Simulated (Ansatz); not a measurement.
# Cl2H7NOSi: search for a transition state, part 2 of 2

Ansatz 0.2.0, Gaussian basis; PBE0-D4. Earlier steps stand in the parts before.

## (7) Relaxing after a step of 0.30 Å one way along the mode

downa/in.yaml reads:

```yaml
crystal:
  periodic: [false, false, false]
  atoms:
    - {symbol: Si, position_ang: [-1.337234, -0.453660, 0.108557]}
    - {symbol: Cl, position_ang: [1.376038, -1.848718, 0.386992]}
    - {symbol: H, position_ang: [-0.985247, -0.961038, -1.241622]}
    - {symbol: H, position_ang: [-1.624946, -1.494249, 1.123383]}
    - {symbol: Cl, position_ang: [-3.106319, 0.571200, -0.209966]}
    - {symbol: H, position_ang: [1.228983, 0.816419, -0.418055]}
    - {symbol: N, position_ang: [-0.294942, 0.803137, 0.670020]}
    - {symbol: H, position_ang: [1.724548, -0.790480, -0.230374]}
    - {symbol: O, position_ang: [1.887969, 0.450526, -0.723447]}
    - {symbol: H, position_ang: [-0.782443, 1.696410, 0.697135]}
    - {symbol: H, position_ang: [0.145708, 0.656059, 1.551350]}
    - {symbol: H, position_ang: [1.767684, 0.554395, -1.713975]}
basis:
  gaussian: {orbitals: def2-TZVP}
hamiltonian: {xc: pbe0, dispersion: d4}
relax: {f_tol: 0.005, max_steps: 200}
```

Launch:

```console
> ansatz run in.yaml --threads 8 --pin off --events-out ev --progress --plain --max-ram 19148MiB
```

Log, cut to the lines that bear on the results:

```text
Functional definition: PBE0
  name "PBE0"
  cite "Adamo & Barone, J. Chem. Phys. 110, 6158 (1999) doi:10.1063/1.478522"
  cite "Perdew, Burke & Ernzerhof, Phys. Rev. Lett. 77, 3865 (1996) doi:10.1103/PhysRevLett.77.3865"
  parent pbe
[...]
1418 factors; their error is unknown
[...]
mean field -36562.46061548 eV, -1343.6456446928 hartree, gradient 2.0e-5 eV, S^2 0.000000; 0 other end points of the search recorded, 0 dependent functions left out
[...]
reference -36562.46064773 eV, -1343.6456458782 hartree; 35, 35 occupied and 180, 180 virtual orbitals, 1418 factors
relax step   1: F+E_penalty+E_count = -36562.70819944 eV  Δ(F+E_penalty+E_count) = +0.000e0 eV  max|allowed force component| = 1.128e1 eV/Å  Δτ_max = 0.0000 Å  (28 SCF iters, accepted)
[...]
Atom 2 at    -0.980426    -0.945633    -1.183672 Å, force    -0.000289    -0.000894     0.000563 eV/Å
Atom 3 at    -1.754374    -1.453014     1.079654 Å, force    -0.000506    -0.001320     0.002173 eV/Å
Atom 4 at    -3.202030     0.618660    -0.320386 Å, force     0.000487    -0.000582     0.000476 eV/Å
Atom 5 at     1.103134     0.877460    -0.482360 Å, force     0.002930     0.000143    -0.002399 eV/Å
Atom 6 at    -0.351627     0.813044     0.708921 Å, force     0.001798     0.004133     0.003174 eV/Å
Atom 7 at     1.887979    -0.884304    -0.167123 Å, force    -0.001050    -0.001401    -0.001567 eV/Å
Atom 8 at     1.942913     0.562196    -0.889027 Å, force    -0.002099     0.000877    -0.001645 eV/Å
Atom 9 at    -0.777065     1.706038     0.919841 Å, force     0.001217    -0.004626    -0.000835 eV/Å
Atom 10 at     0.207189     0.510997     1.498262 Å, force    -0.003217    -0.000190    -0.001795 eV/Å
Atom 11 at     1.803484     0.539691    -1.839300 Å, force     0.000344     0.000371     0.004343 eV/Å
Dipole moment:    -0.101844     0.447997    -0.096787 e Å
```

It took 40 s on 8 threads of Arm Neoverse V1, shared host; peak memory 0.68 GiB.

Relaxation path:

```tsv
step	energy from step 1 (eV)	largest force component (eV/Å)
1	0.0000	11.2807
2	-1.3523	1.3819
3	-1.4224	0.6261
4	-1.4407	0.3972
5	-1.4479	0.2317
6	-1.4522	0.1314
7	-1.4543	0.0780
8	-1.4555	0.0409
9	-1.4564	0.0394
10	-1.4566	0.0447
11	-1.4568	0.0229
12	-1.4569	0.0234
13	-1.4570	0.0145
14	-1.4571	0.0133
15	-1.4571	0.0112
16	-1.4571	0.0046
```

Close pairs (by a distance rule), those that changed most:

```tsv
bond	before (Å)	after (Å)	change (Å)
H6–O9	0.813	0.985	+0.172
Cl2–H8	1.274	1.341	+0.067
O9–H12	1.003	0.961	-0.042
N7–H11	0.996	1.013	+0.017
Si1–N7	1.727	1.741	+0.014
Si1–Cl5	2.069	2.061	-0.008
Si1–H3	1.485	1.477	-0.008
N7–H10	1.018	1.011	-0.007
```

## (8) Relaxing after a step of 0.30 Å the other way along the mode

downb/in.yaml reads:

```yaml
crystal:
  periodic: [false, false, false]
  atoms:
    - {symbol: Si, position_ang: [-1.256051, -0.541192, 0.075959]}
    - {symbol: Cl, position_ang: [1.032561, -1.936697, 0.483156]}
    - {symbol: H, position_ang: [-0.937365, -1.001907, -1.266656]}
    - {symbol: H, position_ang: [-1.605414, -1.460552, 1.151818]}
    - {symbol: Cl, position_ang: [-3.052533, 0.532741, -0.229025]}
    - {symbol: H, position_ang: [0.715593, 0.809934, -0.107590]}
    - {symbol: N, position_ang: [-0.135420, 0.839751, 0.557704]}
    - {symbol: H, position_ang: [1.848704, -0.398260, -0.425146]}
    - {symbol: O, position_ang: [1.900778, 0.510348, -0.737406]}
    - {symbol: H, position_ang: [-0.641315, 1.706543, 0.701908]}
    - {symbol: H, position_ang: [0.298734, 0.556673, 1.459352]}
    - {symbol: H, position_ang: [1.831526, 0.382619, -1.664074]}
basis:
  gaussian: {orbitals: def2-TZVP}
hamiltonian: {xc: pbe0, dispersion: d4}
relax: {f_tol: 0.005, max_steps: 200}
```

Launch:

```console
> ansatz run in.yaml --threads 8 --pin off --events-out ev --progress --plain --max-ram 19148MiB
```

Log, cut to the lines that bear on the results:

```text
[... 5 set-up lines as earlier in the session ...]
[...]
1418 factors; their error is unknown
[...]
mean field -36563.82942100 eV, -1343.6959473682 hartree, gradient 1.5e-5 eV, S^2 0.000000; 0 other end points of the search recorded, 0 dependent functions left out
[...]
reference -36563.82945259 eV, -1343.6959485290 hartree; 35, 35 occupied and 180, 180 virtual orbitals, 1418 factors
relax step   1: F+E_penalty+E_count = -36564.07966712 eV  Δ(F+E_penalty+E_count) = +0.000e0 eV  max|allowed force component| = 1.907e0 eV/Å  Δτ_max = 0.0000 Å  (28 SCF iters, accepted)
[...]
Atom 2 at    -0.974888    -1.091680    -1.273407 Å, force     0.000636     0.000512     0.000347 eV/Å
Atom 3 at    -1.830114    -1.463899     1.208684 Å, force    -0.000321    -0.000252    -0.000285 eV/Å
Atom 4 at    -2.853714     0.592578    -0.267489 Å, force    -0.000041    -0.000572    -0.000121 eV/Å
Atom 5 at     0.608299     0.930592     0.023525 Å, force    -0.001886     0.000360     0.000091 eV/Å
Atom 6 at    -0.174061     0.788164     0.698068 Å, force     0.003208     0.000008     0.001072 eV/Å
Atom 7 at     1.987803    -0.414359    -0.663625 Å, force     0.000287     0.000831     0.001095 eV/Å
Atom 8 at     2.026148     0.519138    -0.938651 Å, force    -0.000576    -0.002507     0.000239 eV/Å
Atom 9 at    -0.776862     1.606427     0.735970 Å, force     0.000230     0.000333    -0.001287 eV/Å
Atom 10 at     0.256515     0.610677     1.602599 Å, force    -0.000246    -0.000213     0.000186 eV/Å
Atom 11 at     2.089964     0.518116    -1.896514 Å, force    -0.000007     0.001233    -0.001107 eV/Å
Dipole moment:     0.490330     0.603895    -0.007998 e Å
```

It took 41 s on 8 threads of Arm Neoverse V1, shared host; peak memory 0.67 GiB.

Along the way:

```tsv
step	energy from step 1 (eV)	largest force component (eV/Å)
1	0.0000	1.9073
2	-0.2608	0.6565
3	-0.3079	1.7613
4	-0.4424	0.6204
5	-0.4768	0.3487
6	-0.5020	0.3979
7	-0.5100	0.5758
8	-0.5162	0.2054
9	-0.5187	0.0751
10	-0.5192	0.0166
11	-0.5193	0.0422
12	-0.5194	0.0298
13	-0.5194	0.0150
14	-0.5195	0.0106
15	-0.5195	0.0073
16	-0.5195	0.0032
```

Distances of close pairs at the start and the end, largest changes first:

```tsv
bond	before (Å)	after (Å)	change (Å)
Si1–Cl2	2.711	2.299	-0.413
Si1–Cl5	2.115	2.196	+0.081
Si1–N7	1.843	1.884	+0.041
H6–N7	1.081	1.043	-0.038
N7–H11	1.040	1.017	-0.023
O9–H12	0.938	0.960	+0.022
Si1–H3	1.455	1.469	+0.015
H8–O9	0.962	0.974	+0.012
```

## (9) What the saddle joins

```tsv
pair	start side (Å)	saddle (Å)	end side (Å)
Cl2–H8	2.289	1.615	1.341
H6–O9	1.762	1.086	0.985
Si1–Cl2	2.299	2.884	3.442
H6–N7	1.043	1.476	1.881
H8–O9	0.974	1.153	1.618
```

## (10) Outcome

What follows sums up all 2 parts.

| quantity | value |
| --- | --- |
| imaginary mode | 458i cm⁻¹ |
| barrier from the start side | 54.6 kJ/mol |
| barrier from the end side | 12.7 kJ/mol |
| energy of the step | +41.9 kJ/mol |
| pairs that change | Cl2–H8 formed, H6–O9 formed, Si1–Cl2 broken, H6–N7 broken, H8–O9 broken |
| zero-point energy at the saddle | 2.153 eV |

**Reading.** One imaginary mode, 458i cm⁻¹, makes this a first-order saddle. Going downhill both ways gives the intended start and end. At PBE0-D4/def2-TZVP the electronic barrier is 54.6 kJ/mol, about 22 kT at 298 K, and the step runs 41.9 kJ/mol uphill. A step off the saddle overshot and began above it in energy, so the link to its end is likely but not proven.
